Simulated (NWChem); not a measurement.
**GeHF3 (SMILES [F][GeH]([F])[F]) at 6 levels**

Aim: a comparison of 6 runs (HF/STO-3G, HF/3-21G, PBE/6-31G, B3LYP/6-31G*, B3LYP/def2-SVPD) of GeHF3. 

The calculation is run with NWChem 7.3.0.

## 1. The molecule

GeHF3 has 5 atoms, charge 0, and is taken as a singlet. As SMILES, `[F][GeH]([F])[F]`. The coordinates come from a PBE0-D4/def2-TZVP relaxation.

Bond lengths: F1–Ge2 1.707 Å, Ge2–F3 1.707 Å, Ge2–F4 1.707 Å, Ge2–H5 1.516 Å. Angles: F1–Ge2–F3 106.4°, F1–Ge2–F4 106.4°, F3–Ge2–F4 106.4°, F1–Ge2–H5 112.4°, F3–Ge2–H5 112.4°, F4–Ge2–H5 112.4°.

## 2. Energy and gradient at HF/STO-3G (run 1)

The input, f3geh.nw:

```
start f3geh
title "F3GeH hf"
memory total 2200 mb
geometry units bohr noautosym nocenter noautoz
  F  -0.47205359 -1.38724795  2.80246384
  Ge  0.18065782 -0.01644062 -0.04403062
  F  -1.27197465  2.86425789 -0.02135391
  F  -1.33811507 -1.78390146 -2.27523025
  H   2.99559385  0.18387035 -0.53989475
end
basis spherical bse
  * library STO-3G
end
scf
  thresh 1e-08
  maxiter 80
end
task scf gradient
```

On the command line:

```bash
$ nwchem f3geh.nw > f3geh.out
```

Log:

```text
[...]
  functions       =    34
[...]
  wavefunction    = RHF
[...]
         Total SCF energy =  -2346.481923625633
      One-electron energy =  -3958.521852222661
      Two-electron energy =   1280.700556777388
 Nuclear repulsion energy =    331.339371819640
        Time for solution =      1.3s
[...]
                         RHF ENERGY GRADIENTS
    atom               coordinates                        gradient
                 x          y          z           x          y          z
   1 F      -0.472054  -1.387248   2.802464   -0.004297  -0.009230   0.019170
   2 Ge      0.180658  -0.016441  -0.044031   -0.006840  -0.000523   0.001255
   3 F      -1.271975   2.864258  -0.021354   -0.009716   0.019473   0.000134
   4 F      -1.338115  -1.783901  -2.275230   -0.010156  -0.011928  -0.015093
   5 H       2.995594   0.183870  -0.539895    0.031009   0.002207  -0.005465
[...]
```

Wall time 2.3 s (1 thread of Intel Xeon 6975P-C (Granite Rapids), shared host); peak memory 0.096 GiB.

## 3. Energy and forces at HF/3-21G (run 2)

The input, a.nw:

```
start a
title "F3GeH"
memory total 2200 mb
charge 0

geometry units angstrom noautosym nocenter noautoz
   F       -0.249800      -0.734100       1.483000
   Ge       0.095600      -0.008700      -0.023300
   F       -0.673100       1.515700      -0.011300
   F       -0.708100      -0.944000      -1.204000
   H        1.585200       0.097300      -0.285700
end

basis spherical bse
   * library 3-21G
end

scf
   thresh 1e-08
   maxiter 80
end

task scf gradient
```

On the command line:

```bash
$ nwchem a.nw > a.out
```

Log:

```text
[...]
  functions       =    51
[...]
  wavefunction    = RHF
[...]
         Total SCF energy =  -2362.785549845203
      One-electron energy =  -3959.519628587041
      Two-electron energy =   1265.394683132675
 Nuclear repulsion energy =    331.339395609163
        Time for solution =      1.5s
[...]
                         RHF ENERGY GRADIENTS
    atom               coordinates                        gradient
                 x          y          z           x          y          z
   1 F      -0.472054  -1.387248   2.802464   -0.004324  -0.012439   0.025790
   2 Ge      0.180658  -0.016441  -0.044031    0.021762   0.001502  -0.003768
   3 F      -1.271975   2.864258  -0.021354   -0.011689   0.026578  -0.000085
   4 F      -1.338115  -1.783901  -2.275230   -0.012288  -0.016107  -0.020782
   5 H       2.995594   0.183870  -0.539895    0.006538   0.000466  -0.001155
[...]
```

It took 2.6 s on 1 thread of Intel Xeon 6975P-C (Granite Rapids), shared host; peak memory 0.099 GiB.

Runs 3 to 5 aren't shown in full; the table further down has their settings and results.

## 4. Energy and forces at B3LYP/def2-SVPD (run 6)

The input, run.xyz:

```xyz
5

F     -0.249800    -0.734100     1.483000
Ge     0.095600    -0.008700    -0.023300
F     -0.673100     1.515700    -0.011300
F     -0.708100    -0.944000    -1.204000
H      1.585200     0.097300    -0.285700
```

The input, run.nw:

```
start run
memory stack 880 mb heap 220 mb global 1100 mb
charge 0

geometry noautosym nocenter noautoz
load run.xyz
end

basis spherical bse
* library def2-SVPD
end

dft
xc b3lyp
grid fine
convergence energy 1e-08
iterations 100
mulliken
print medium
end

task dft gradient
```

On the command line:

```bash
$ nwchem run.nw > run.out
```

Log:

```text
[...]
          Wavefunction type:  closed shell.
          No. of atoms     :     5
          No. of electrons :    60
[...]
          Charge           :     0
          Spin multiplicity:     1
[...]
          AO basis - number of functions:   115
[...]
              XC Information
              --------------
                         B3LYP Method XC Potential
                     Hartree-Fock (Exact) Exchange  0.200
                        Slater Exchange Functional  0.800 local
                    Becke 1988 Exchange Functional  0.720 non-local
              Lee-Yang-Parr Correlation Functional  0.810
                  VWN I RPA Correlation Functional  0.190 local
[...]
 d= 0,ls=0.0,diis     1  -2376.6792390220 -2.71D+03  2.08D-02  1.14D+00     2.2
[...]
 d= 0,ls=0.0,diis     8  -2376.8117524295 -5.91D-10  1.30D-06  4.66D-08    13.8
         Total DFT energy =    -2376.811752429494
      One electron energy =    -3971.451673742247
           Coulomb energy =     1374.220360695553
    Exchange-Corr. energy =     -110.919834991964
 Nuclear repulsion energy =      331.339395609164
[...]
      Total Density - Mulliken Population Analysis
     ---------------------------------------------
    Atom       Charge   Shell Charges
 -----------   ------   -------------------------------------------------------
    1 F    9     9.66   1.99  1.14  0.79  0.14  3.33  2.02  0.23  0.00  0.01
    2 Ge  32    30.05   2.00  2.00  1.99  1.10 -0.61  0.15  6.00  5.97  1.07  0.16  8.13  1.83  0.30 -0.04
    3 F    9     9.66   1.99  1.14  0.79  0.14  3.33  2.02  0.23  0.00  0.01
    4 F    9     9.66   1.99  1.14  0.79  0.14  3.33  2.02  0.23  0.00  0.01
    5 H    1     0.98   0.72  0.22  0.01  0.03
[...]
  wavefunction    = closed shell
                         DFT ENERGY GRADIENTS
    atom               coordinates                        gradient
                 x          y          z           x          y          z
   1 F      -0.472054  -1.387248   2.802464    0.003220   0.006478  -0.013450
   2 Ge      0.180658  -0.016441  -0.044031   -0.016463  -0.001210   0.002953
   3 F      -1.271975   2.864258  -0.021354    0.006959  -0.013515  -0.000132
   4 F      -1.338115  -1.783901  -2.275230    0.007278   0.008318   0.010456
   5 H       2.995594   0.183870  -0.539895   -0.000994  -0.000071   0.000174
[...]
```

Wall time 20 s (1 thread of Intel Xeon 6975P-C (Granite Rapids), shared host); peak memory 0.12 GiB.

## 5. The series

```csv
run,level,iteration cap,module,energy (Eh),dipole moment (D),HOMO energy (eV),LUMO energy (eV),wall time
1,HF/STO-3G,80,scf,-2346.481924,1.57,-10.66,10.67,2.3 s
2,HF/3-21G,80,scf,-2362.785550,2.88,-15.15,4.16,2.6 s
3,PBE/6-31G,100,dft,-2376.212655,2.73,-9.42,-1.90,13 s
4,B3LYP/6-31G* (spherical functions),100,dft,-2376.977125,2.35,-10.75,-0.57,16 s
5,B3LYP/6-31G* (Cartesian functions),100,dft,-2376.988715,2.33,–,–,17 s
6,B3LYP/def2-SVPD,100,dft,-2376.811752,2.58,-11.28,-1.13,20 s
```

## 6. What came out

```
                       quantity           value
            run 6: total energy  -2376.81175 Eh
           run 6: dipole moment          2.58 D
             run 6: HOMO energy       -11.28 eV
             run 6: LUMO energy        -1.13 eV
           run 6: HOMO–LUMO gap        10.15 eV
run 6: largest force on an atom      0.862 eV/Å
```

What this shows: The dipole moment (its size) runs from 1.57 D (HF/STO-3G) to 2.88 D (HF/3-21G). Over runs 1, 2, 3, 4, 6 the HOMO–LUMO gap runs from 7.52 eV (PBE/6-31G) to 21.33 eV (HF/STO-3G). The two ends differ in method and basis. Totals of different functionals can't be ranked against each other. In run 1 the basis is minimal, so the values are rough. All runs together took 70 s, the longest 20 s.
